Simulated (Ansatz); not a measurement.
# ClGeH6N: the cost of one run

Program: Ansatz 0.2.0. Level of theory: RKS B3LYP-D4/def2-SVP. These are calculated values, not measurements.

## Step 1: Starting point

Bond lengths: Ge1–H3 1.550 Å, Ge1–Cl4 2.218 Å, Ge1–H5 1.549 Å, Ge1–N6 2.210 Å, N6–H7 1.060 Å, N6–H8 1.060 Å. Angles: H3–Ge1–Cl4 109.5°, H3–Ge1–H5 109.5°, H3–Ge1–N6 75.6°, Cl4–Ge1–H5 109.5°, Cl4–Ge1–N6 64.5°, H5–Ge1–N6 173.5°, Ge1–N6–H7 120.0°, Ge1–N6–H8 120.0°, H7–N6–H8 120.0°.

As a file:

```xyz
9

Ge    0.0000    0.0000    0.0000
H     0.0000    0.0000    1.9000
H     1.4616    0.0000   -0.5162
Cl   -1.0456    1.8115   -0.7393
H    -0.7300   -1.2648   -0.5162
N     0.8285    1.9267    0.6969
H     1.6680    1.9396    1.3439
H     0.3863    2.8379    0.3841
H     0.4047    0.9412    1.8310
```

## Step 2: Pulling towards end A

Springs on the bonds that form and break draw the guess towards this end; the thresholds are loose.

input.yaml reads:

```yaml
crystal:
  periodic: [false, false, false]
  atoms:
    - { symbol: Ge, position_ang: [0.0, 0.0, 0.0] }
    - { symbol: H, position_ang: [0.0, 0.0, 1.9] }
    - { symbol: H, position_ang: [1.4616, 0.0, -0.5162] }
    - { symbol: Cl, position_ang: [-1.0456, 1.8115, -0.7393] }
    - { symbol: H, position_ang: [-0.73, -1.2648, -0.5162] }
    - { symbol: "N", position_ang: [0.8285, 1.9267, 0.6969] }
    - { symbol: H, position_ang: [1.668, 1.9396, 1.3439] }
    - { symbol: H, position_ang: [0.3863, 2.8379, 0.3841] }
    - { symbol: H, position_ang: [0.4047, 0.9412, 1.831] }
basis:
  gaussian: { orbitals: def2-SVP }
hamiltonian:
  xc: b3lyp
  dispersion: d4
relax:
  f_tol: 0.15
  max_steps: 25
  restrain:
    - { distance: [0, 5], at: 3.11, k: 30.0 }
    - { distance: [8, 1], at: 1.86, k: 30.0 }
    - { distance: [0, 1], at: 1.55, k: 30.0 }
    - { distance: [8, 5], at: 1.06, k: 30.0 }
```

Run with:

```console
ansatz run input.yaml --threads 2 --pin off --max-ram 3072MiB --backend cpu --events-out ev --progress --plain --runs-dir out
```

**Question.** How long does this run take on 2 threads of AMD EPYC 9R45 (Zen 5), shared host, and how much memory does it need?

About 8.5 s, with a peak of 0.22 GiB.
